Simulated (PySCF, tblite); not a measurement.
**C5H14NSi radical: geometry, infrared bands and EPR parameters**

What infrared bands and EPR parameters should C5H14NSi radical (`CC(C)(C)[CH]N[SiH3]`) show?

Computed with tblite 0.8.0 and PySCF 2.14.0, with density-fitted response routines of our own, on a single molecule in the gas phase. Atoms count from 0, in the outputs and in this text.

## (1) Starting geometry

21 atoms, charge 0, multiplicity 2; geometry from: force field or distance geometry start.

Bonds of the start (Å): C0–C1 1.52, C1–C2 1.55, C1–C3 1.53, C1–C4 1.52, C4–N5 1.46, N5–Si6 1.70, C0–H7 1.09, C0–H8 1.10, C0–H9 1.10, C2–H10 1.09, C2–H11 1.09, C2–H12 1.11, C3–H13 1.10, C3–H14 1.09, C3–H15 1.11, C4–H16 1.10, N5–H17 1.02, Si6–H18 1.47, Si6–H19 1.49, Si6–H20 1.48.

## (2) Geometry optimisation with GFN2-xTB

Job settings and geometry (Å):

```
{"job": {"kind": "relax", "xc": "GFN2-xTB", "basis": "xTB"}, "charge": 0, "multiplicity": 2}
C     -1.813500     0.638900    -0.924400
C     -0.864300    -0.258400    -0.144400
C     -1.139100    -0.092900     1.369700
C     -1.109900    -1.721000    -0.533500
C      0.560600     0.100400    -0.516500
N      1.657400     0.249100     0.441300
Si     3.188400     0.939700     0.158600
H     -1.677900     0.535400    -2.001400
H     -2.862200     0.395100    -0.698500
H     -1.671100     1.697600    -0.671800
H     -0.968300     0.939300     1.691200
H     -0.530800    -0.757400     1.979000
H     -2.199600    -0.323200     1.605100
H     -2.133800    -2.029900    -0.298300
H     -0.952600    -1.883500    -1.595300
H     -0.440000    -2.403500     0.029300
H      0.790700     0.136000    -1.587400
H      1.352100     0.448200     1.390300
H      3.738800     0.391500    -1.092500
H      4.054500     0.604800     1.325000
H      3.011700     2.410600     0.073900
```

On the command line:

```sh
$ OMP_NUM_THREADS=1 python probes_run.py task.json out
```

The driver reads the jobs from task.json and runs them one after another.

Log:

```text
step      E/eV     max force
  0    -610.97240    2.949
  1    -611.12592    0.921
  2    -611.15978    0.648
  3    -611.20786    0.459
  4    -611.22198    0.375
  5    -611.23837    0.381
  6    -611.25130    0.347
  7    -611.26753    0.460
  8    -611.27715    0.301
  9    -611.28272    0.180
 10    -611.28614    0.181
 11    -611.28965    0.206
 12    -611.29305    0.186
 13    -611.29576    0.113
 14    -611.29757    0.091
 15    -611.29881    0.079
 16    -611.29968    0.060
 17    -611.30023    0.050
 18    -611.30066    0.055
 19    -611.30110    0.059
 20    -611.30157    0.056
 21    -611.30202    0.046
 22    -611.30246    0.042
 23    -611.30290    0.051
 24    -611.30331    0.058
 25    -611.30359    0.044
 26    -611.30379    0.043
 27    -611.30401    0.044
 28    -611.30441    0.082
 29    -611.30513    0.129
 30    -611.30619    0.146
 31    -611.30733    0.108
 32    -611.30823    0.060
 33    -611.30880    0.055
 34    -611.30931    0.060
 35    -611.30991    0.065
 36    -611.31056    0.065
 37    -611.31123    0.059
 38    -611.31181    0.064
 39    -611.31224    0.047
 40    -611.31254    0.043
 41    -611.31284    0.054
 42    -611.31320    0.049
 43    -611.31348    0.036
 44    -611.31365    0.027
 45    -611.31379    0.031
 46    -611.31397    0.044
 47    -611.31420    0.047
 48    -611.31438    0.026
 49    -611.31449    0.025
 50    -611.31460    0.029
 51    -611.31475    0.050
 52    -611.31495    0.050
 53    -611.31511    0.030
 54    -611.31521    0.025
 55    -611.31529    0.025
 56    -611.31539    0.034
 57    -611.31551    0.031
 58    -611.31562    0.020
 59    -611.31573    0.024
 60    -611.31586    0.034
 61    -611.31602    0.043
 62    -611.31617    0.028
 63    -611.31627    0.025
 64    -611.31637    0.035
 65    -611.31650    0.036
 66    -611.31672    0.042
 67    -611.31701    0.044
 68    -611.31735    0.040
 69    -611.31769    0.041
 70    -611.31797    0.049
 71    -611.31818    0.038
 72    -611.31830    0.021
 73    -611.31837    0.021
 74    -611.31844    0.028
 75    -611.31854    0.032
 76    -611.31868    0.031
 77    -611.31882    0.027
 78    -611.31897    0.027
 79    -611.31910    0.023
 80    -611.31921    0.025
 81    -611.31932    0.024
 82    -611.31945    0.023
 83    -611.31960    0.031
 84    -611.31979    0.032
 85    -611.31995    0.034
 86    -611.32008    0.028
 87    -611.32018    0.020
 88    -611.32027    0.021
 89    -611.32037    0.024
 90    -611.32049    0.033
 91    -611.32061    0.030
 92    -611.32071    0.018
 93    -611.32078    0.017
 94    -611.32084    0.019
 95    -611.32093    0.027
 96    -611.32106    0.030
 97    -611.32123    0.029
 98    -611.32137    0.026
 99    -611.32150    0.022
100    -611.32160    0.022
101    -611.32168    0.020
102    -611.32174    0.016
103    -611.32180    0.020
104    -611.32186    0.019
105    -611.32191    0.018
106    -611.32198    0.019
107    -611.32206    0.018
108    -611.32214    0.021
109    -611.32220    0.016
110    -611.32224    0.015
111    -611.32226    0.013
112    -611.32228    0.015
113    -611.32232    0.015
114    -611.32235    0.011
115    -611.32237    0.008
```

Run time: 0.53 s. Hardware: 1 thread of AMD EPYC 9R45, shared host; peak memory 0.18 GiB.

Step by step: (not every step is listed)

| step | energy from step 0 (eV) | largest force (eV/Å) |
| --- | --- | --- |
| 0 | 0.0000 | 2.9494 |
| 1 | -0.1535 | 0.9212 |
| 2 | -0.1874 | 0.6476 |
| 3 | -0.2355 | 0.4589 |
| 4 | -0.2496 | 0.3750 |
| 5 | -0.2660 | 0.3806 |
| 6 | -0.2789 | 0.3472 |
| 7 | -0.2951 | 0.4599 |
| 8 | -0.3048 | 0.3009 |
| 18 | -0.3283 | 0.0550 |
| 28 | -0.3320 | 0.0824 |
| 38 | -0.3394 | 0.0638 |
| 48 | -0.3420 | 0.0260 |
| 58 | -0.3432 | 0.0196 |
| 68 | -0.3450 | 0.0395 |
| 78 | -0.3466 | 0.0268 |
| 88 | -0.3479 | 0.0208 |
| 98 | -0.3490 | 0.0261 |
| 108 | -0.3497 | 0.0214 |
| 110 | -0.3498 | 0.0147 |
| 111 | -0.3499 | 0.0127 |
| 112 | -0.3499 | 0.0153 |
| 113 | -0.3499 | 0.0153 |
| 114 | -0.3500 | 0.0106 |
| 115 | -0.3500 | 0.0078 |

Distances of close pairs at the start and the end, largest changes first:

| bond | before (Å) | after (Å) | change (Å) |
| --- | --- | --- | --- |
| C4–N5 | 1.464 | 1.371 | -0.093 |
| Si6–H19 | 1.491 | 1.460 | -0.031 |
| C2–H12 | 1.110 | 1.088 | -0.023 |
| N5–Si6 | 1.703 | 1.726 | +0.022 |
| C1–C4 | 1.516 | 1.494 | -0.022 |
| C3–H15 | 1.110 | 1.088 | -0.022 |
| C4–H16 | 1.096 | 1.076 | -0.020 |
| C1–C2 | 1.548 | 1.534 | -0.014 |

The end geometry stands in the next job.

## (3) Vibrational analysis with GFN2-xTB

Job settings and geometry (Å):

```
{"job": {"kind": "ir", "xc": "GFN2-xTB", "basis": "xTB"}, "charge": 0, "multiplicity": 2}
C     -1.923950     0.609040    -0.904048
C     -0.861845    -0.163660    -0.109360
C     -1.187820    -0.066365     1.386066
C     -0.909411    -1.648245    -0.533363
C      0.479291     0.412276    -0.426786
N      1.537164     0.382923     0.444381
Si     3.177134     0.794361     0.099174
H     -1.708118     0.563887    -1.968620
H     -2.911845     0.186400    -0.734119
H     -1.935710     1.653450    -0.601293
H     -1.051369     0.952313     1.743946
H     -0.562356    -0.736602     1.973333
H     -2.223973    -0.350753     1.555467
H     -1.879489    -2.081713    -0.298333
H     -0.739022    -1.739350    -1.603299
H     -0.138872    -2.213986    -0.014283
H      0.730986     0.603209    -1.454962
H      1.265899     0.169698     1.391633
H      3.695719    -0.091239    -0.951341
H      3.838744     0.602639     1.386461
H      3.299923     2.178660    -0.381124
```

Log:

```text
mode    cm-1     km/mol
  1      25.1      0.59
  2      40.3      1.28
  3     132.8      4.09
  4     143.8      2.96
  5     191.1      0.17
  6     234.8      1.35
  7     242.2      4.16
  8     248.7      3.54
  9     294.2      4.67
 10     318.1      0.54
 11     345.8      4.35
 12     409.5      1.40
 13     440.1     16.69
 14     490.0     12.32
 15     517.1     51.41
 16     587.6      1.68
 17     607.9     84.18
 18     719.3    227.34
 19     791.6    224.21
 20     795.7      2.23
 21     836.7    233.00
 22     874.0    173.76
 23     935.4      7.46
 24     957.6      0.75
 25     958.2      0.32
 26     969.7      2.53
 27    1020.8      0.87
 28    1036.7      1.82
 29    1178.9      6.57
 30    1199.3     21.35
 31    1245.3     74.41
 32    1265.3      5.06
 33    1289.6     29.84
 34    1392.3      3.76
 35    1400.7      3.43
 36    1418.9      1.29
 37    1448.3     48.24
 38    1488.9      0.12
 39    1495.9      0.16
 40    1498.6      0.62
 41    1502.3      3.07
 42    1513.3      4.40
 43    1518.3      3.17
 44    2166.9    401.16
 45    2213.7    253.17
 46    2283.1    309.01
 47    3012.5     29.69
 48    3014.2     21.66
 49    3023.1      6.81
 50    3026.2     71.48
 51    3030.3     50.86
 52    3033.3     40.80
 53    3036.4     34.20
 54    3039.4     45.97
 55    3041.6     50.29
 56    3112.2     59.77
 57    3454.6     13.08
```

Wall time 0.47 s (1 thread of AMD EPYC 9R45, shared host); peak memory 0.18 GiB.

Which atoms move in the most intense modes:

| cm⁻¹ | km/mol | atoms |
| --- | --- | --- |
| 608 | 84.2 | H19 46 %, H18 20 %, H20 12 %, Si6 11 % |
| 719 | 227.3 | H19 61 %, H18 21 %, H20 11 % |
| 792 | 224.2 | H19 37 %, H20 31 %, H18 23 % |
| 837 | 233.0 | H18 47 %, H20 45 % |
| 874 | 173.8 | N5 36 %, Si6 25 %, H17 11 %, C4 11 % |
| 2167 | 401.2 | H20 65 %, H18 31 % |
| 2214 | 253.2 | H18 66 %, H20 32 % |
| 2283 | 309.0 | H19 97 % |

## (4) g tensor and hyperfine couplings: B3LYP/pcH-1

The job, as its differences from that of step 3:

```diff
@@ -1,2 +1,2 @@
-{"job": {"kind": "ir", "xc": "GFN2-xTB", "basis": "xTB"}, "charge": 0, "multiplicity": 2}
+{"job": {"kind": "epr", "basis": "pcH-1"}, "charge": 0, "multiplicity": 2}
 C     -1.923950     0.609040    -0.904048
```

With the program's defaults for keys left out, this is: UKS B3LYP, pcH-1 on C H N Si, non-relativistic, mean-field spin-orbit, GIAO.

Log:

```text
UKS, coarse grid
  cycle   1  E = -543.13178264  |g| = 4.00e-01
  cycle   2  E = -543.08775047  |g| = 4.96e-01
  cycle   3  E = -543.20987743  |g| = 5.49e-02
  cycle   4  E = -543.21085178  |g| = 3.17e-02
  cycle   5  E = -543.21129749  |g| = 7.18e-03
  cycle   6  E = -543.21131694  |g| = 3.10e-03
  cycle   7  E = -543.21132240  |g| = 1.27e-03
  cycle   8  E = -543.21132367  |g| = 2.63e-04
UKS, final grid
  cycle   1  E = -543.21122572  |g| = 2.97e-04
  cycle   2  E = -543.21122569  |g| = 3.87e-04
  cycle   3  E = -543.21122576  |g| = 3.41e-05
  cycle   4  E = -543.21122576  |g| = 1.79e-05
E = -543.21122576 Eh   <S^2> = 0.7533 (exact 0.7500)
g shifts (ppm)      1          2          3
  rmc          -167       -167       -167
  gc             -2         39         37
  oz_so         -28        678       1064
  total        -196        551        934
hyperfine (MHz)  atom isotope    a_iso     a_fc   dipolar eigenvalues
    0   13C      27.56      27.56     -1.86     -1.73      3.59
    1   13C     -21.30     -21.30     -1.51     -0.88      2.39
    2   13C       9.59       9.59     -1.29     -1.12      2.41
    3   13C      61.05      61.06     -4.20     -4.05      8.25
    4   13C      98.61      98.69    -71.26    -70.21    141.47
    5   14N       2.21       2.24     -9.57     -8.78     18.35
    6  29Si       7.26       7.23     -3.77      1.71      2.07
    7    1H      -1.34      -1.34     -2.97     -2.94      5.92
    8    1H       5.29       5.29     -1.86     -1.61      3.47
    9    1H      -0.50      -0.50     -4.58     -2.19      6.77
   10    1H      -1.27      -1.27     -3.27     -2.92      6.19
   11    1H      -1.07      -1.07     -2.43     -2.16      4.60
   12    1H      -0.94      -0.94     -1.61     -1.48      3.09
   13    1H      21.82      21.82     -2.95     -1.22      4.17
   14    1H      -0.12      -0.12     -4.55     -1.91      6.46
   15    1H      -2.47      -2.47     -4.37     -1.64      6.00
   16    1H     -50.72     -50.74    -33.81      0.29     33.52
   17    1H     -10.73     -10.74    -10.59     -4.92     15.51
   18    1H      14.46      14.46     -2.15     -1.88      4.02
   19    1H      -3.63      -3.63     -2.73     -1.41      4.14
   20    1H      18.25      18.25     -2.22     -1.79      4.01
```

It took 57 s on 1 thread of AMD EPYC 9R45, shared host; peak memory 1.1 GiB.

Principal g values 2.00212, 2.00287, 2.00325; g(iso) = 2.00275, against 2.00232 for a free electron.

Mean a(iso) over the nuclei that a row names, and the largest dipolar term of the row (other rows stand at the frozen geometry):

| nuclei | isotope | a(iso) (MHz) | a(iso) (G, at g = 2.0023) | largest dipolar term (MHz) |
| --- | --- | --- | --- | --- |
| C4 | 13C | 98.6 | 35.2 | 141.5 |
| H16 | 1H | -50.7 | -18.1 | -33.8 |
| C0, C2, C3 | 13C | 32.7 | 11.7 | 8.3 |
| C1 | 13C | -21.3 | -7.6 | 2.4 |
| H17 | 1H | -10.7 | -3.8 | 15.5 |
| H18, H19, H20 | 1H | 9.7 | 3.5 | 4.1 |
| Si6 | 29Si | 7.3 | 2.6 | -3.8 |
| N5 | 14N | 2.2 | 0.8 | 18.3 |
| H7, H8, H9, H10, H11 and 4 more | 1H | 2.2 | 0.8 | 6.8 |

Mulliken spin populations:

C0 0.01; C1 -0.06; C2 0.00; C3 0.03; C4 0.86; N5 0.13; Si6 0.02; H7 0.00; H8 0.00; H9 0.01; H10 0.00; H11 0.00; H12 0.00; H13 0.01; H14 0.00; H15 0.00; H16 -0.04; H17 -0.01; H18 0.01; H19 0.00; H20 0.02

In first order the couplings over 0.8 MHz of 1H, 14N give 448 distinct lines over 40.7 G, if the averaged nuclei exchange fast.

Orbitals, density, ELF and potential are computed afterwards from the orbital file.

ELF in a plane through or near 8 of the atoms.

Ten even steps from ' ' (0.00) to '@' (1.00):
```
                                                        
                                                        
                                                        
                            ::..                        
        ..--::            ::**++::::++**..              
      ++@@@@@@--    ++--  ::%%%%++%%@@@@%%              
    ::%%@@@@@@**  ::%%%%....##++::@@@@@@%%..            
    --@@@@@@@@##..==%%@@==  ====::%%@@%%::              
    ..**@@@@@@++==****##::  ==@@@@==..                  
      ::++**..--==%%..**++==**--++--    ::..            
        ....==%%..%%**%%..--@@::==##==%%@@%%--          
        ..--......--..==::::##++%%****@@@@@@==          
        ..--==--..    %%@@%%::..==++++**%%##::          
          ......    ::@@@@@@..  ##@@%%::..              
                    ::@@@@@@  ..@@@@@@==                
                      ++**::    ##@@%%--                
                                ::==--                  
                                                        
                                                        
                                                        
```
The map spans 13.1 Å across and 9.4 Å up, centred on the molecule. Atoms in the plane (x, y in Å): C1 (0.9, 0.0), C2 (1.1, 1.4), C4 (-0.5, -0.5), N5 (-1.6, 0.3), Si6 (-3.3, -0.2), H12 (2.1, 1.7), H16 (-0.7, -1.6), H17 (-1.4, 1.3).

On the surface of density 0.002 e/bohr³ the electrostatic potential runs, from the 1st to the 99th percentile, from -0.72 V near C4 to 1.45 V near H17.

The spin density lies nearest to C4 55 %; N5 15 %; H16 9 %.

## (5) Summary of results

| quantity | value |
| --- | --- |
| strongest single infrared mode (GFN2-xTB) | 2167 cm⁻¹, 401 km/mol |
| zero-point energy (GFN2-xTB) | 109.4 kcal/mol |
| g(iso) (B3LYP) | 2.00275 |
| ⟨S²⟩ | 0.753 (exact 0.75) |
| largest a(iso) (averaged by class) | 13C on C4, 98.6 MHz |
| surface potential, 1st and 99th percentile | -0.72 V and 1.45 V |

Relaxing lowered the energy by 0.350 eV in 115 steps; the close pair that moved most is C4–N5, from 1.464 to 1.371 Å. All 57 modes are real, so the xTB geometry is a minimum. The strongest single mode, at 2167 cm⁻¹, moves mainly H20. GFN2-xTB is a fitted tight-binding method: band positions and strengths are rough. Its intensities can rank the bands wrongly. C4 carries the largest spin population, 0.86 e. The isotropic g lies 0.4 ppt above the free-electron value.
